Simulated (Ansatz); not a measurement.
# C₃H₇BO₂: up Jacob's ladder to CCSD(T)

One table from this session's results is given with a row withheld; the runs are named, their logs left out.

Computed with Ansatz 0.2.0, Gaussian basis. Level: functionals in def2-TZVPP, the program's frozen cores in correlated methods.

The runs, in order: LDA (SPW92), PBE-D4, revPBE-D4, BLYP-D4, r2SCAN-D4, B97M-V, PBE0-D4, B3LYP-D4, r2SCANh-D4, r2SCAN0-D4, HSE06-D4, BHLYP-D4, CAM-B3LYP-D4, LC-ωPBE, ωB97X-V, ωB97M-V, B2PLYP, PBE-QIDH; CCSD(T)/def2-SVP; CCSD(T)/def2-TZVPP; MP2/def2-QZVPP; extrapolation to the limit; RPA on PBE.

### Structure used throughout

The geometry comes from an earlier relaxation with PBE0-D4 in a triple-zeta def2 set; it is a stationary point, not always the lowest conformer.

13 atoms, charge 0, spin multiplicity 1.

Atoms are counted from 1 here; the program's logs count them from 0.

Bond lengths: C1–B2 1.554 Å, C1–H7 1.091 Å, C1–H8 1.095 Å, C1–H9 1.097 Å, B2–O3 1.376 Å, B2–H10 1.196 Å, O3–C4 1.369 Å, C4–C5 1.494 Å, C4–O6 1.193 Å, C5–H11 1.087 Å, C5–H12 1.092 Å, C5–H13 1.092 Å. Angles: B2–C1–H7 114.1°, B2–C1–H8 110.5°, B2–C1–H9 109.0°, H7–C1–H8 109.2°, H7–C1–H9 108.6°, H8–C1–H9 105.0°, C1–B2–O3 118.3°, C1–B2–H10 123.2°, O3–B2–H10 118.5°, B2–O3–C4 122.6°, O3–C4–C5 111.1°, O3–C4–O6 122.8°, C5–C4–O6 126.0°, C4–C5–H11 110.0°, C4–C5–H12 109.5°, C4–C5–H13 109.7°, H11–C5–H12 110.3°, H11–C5–H13 110.3° and more.

Set-up of the first run:

in.yaml

```yaml
crystal:
  periodic: [false, false, false]
  atoms:
    - {symbol: C, position_ang: [-2.059066, -1.347629, 0.172199]}
    - {symbol: B, position_ang: [-1.211057, -0.092714, -0.173409]}
    - {symbol: O, position_ang: [0.156938, -0.174919, -0.049104]}
    - {symbol: C, position_ang: [0.998741, 0.809142, -0.493788]}
    - {symbol: C, position_ang: [2.271679, 0.821314, 0.287867]}
    - {symbol: O, position_ang: [0.732771, 1.520995, -1.412878]}
    - {symbol: H, position_ang: [-1.472646, -2.201605, 0.514502]}
    - {symbol: H, position_ang: [-2.814488, -1.104064, 0.926821]}
    - {symbol: H, position_ang: [-2.629520, -1.648102, -0.715213]}
    - {symbol: H, position_ang: [-1.691070, 0.949078, -0.511902]}
    - {symbol: H, position_ang: [2.940416, 1.583966, -0.102453]}
    - {symbol: H, position_ang: [2.743425, -0.161730, 0.231057]}
    - {symbol: H, position_ang: [2.054374, 1.011467, 1.341199]}
basis:
  gaussian: {orbitals: def2-TZVPP}
hamiltonian: {xc: lda}
output: {orbitals: {seedname: orbitals}}
```

Command:

```console
ansatz run in.yaml --threads 4 --pin off --events-out ev --progress --plain --max-ram 10444MiB
```

Steps of the session up to this table: LDA; PBE-D4 (GGA); revPBE-D4 (GGA); BLYP-D4 (GGA); r2SCAN-D4 (meta-GGA); B97M-V (meta-GGA); PBE0-D4 (hybrid); B3LYP-D4 (hybrid); r2SCANh-D4 (hybrid); r2SCAN0-D4 (hybrid); HSE06-D4 (hybrid); BHLYP-D4 (hybrid); CAM-B3LYP-D4 (range-separated); LC-ωPBE (range-separated); ωB97X-V (range-separated); ωB97M-V (range-separated); B2PLYP (double hybrid); PBE-QIDH (double hybrid).

One table of the session follows, with a row left open; its other results are not shown here.

It belongs to the step «Orbital energies across the functionals». 

```
  functional  HOMO (eV)  gap (eV)
 LDA (SPW92)      -6.72      4.59
      PBE-D4      -6.53      4.68
   revPBE-D4      -6.45      4.71
     BLYP-D4      -6.44      4.72
   r2SCAN-D4      -6.84      5.34
      B97M-V      -6.99      5.55
     PBE0-D4      -8.19      7.43
    B3LYP-D4      -7.94      6.92
  r2SCANh-D4      -7.47      6.36
  r2SCAN0-D4      -8.42      7.88
    HSE06-D4      -7.78      6.63
    BHLYP-D4      -9.81     10.19
CAM-B3LYP-D4      -9.69     10.07
     LC-ωPBE          ?         ?
     ωB97X-V     -10.68     12.19
     ωB97M-V     -10.64     11.95
```

Estimate the missing values for LC-ωPBE.

As computed: HOMO (eV): -11.01; gap (eV): 12.61. In the column «HOMO (eV)» it is the lowest.
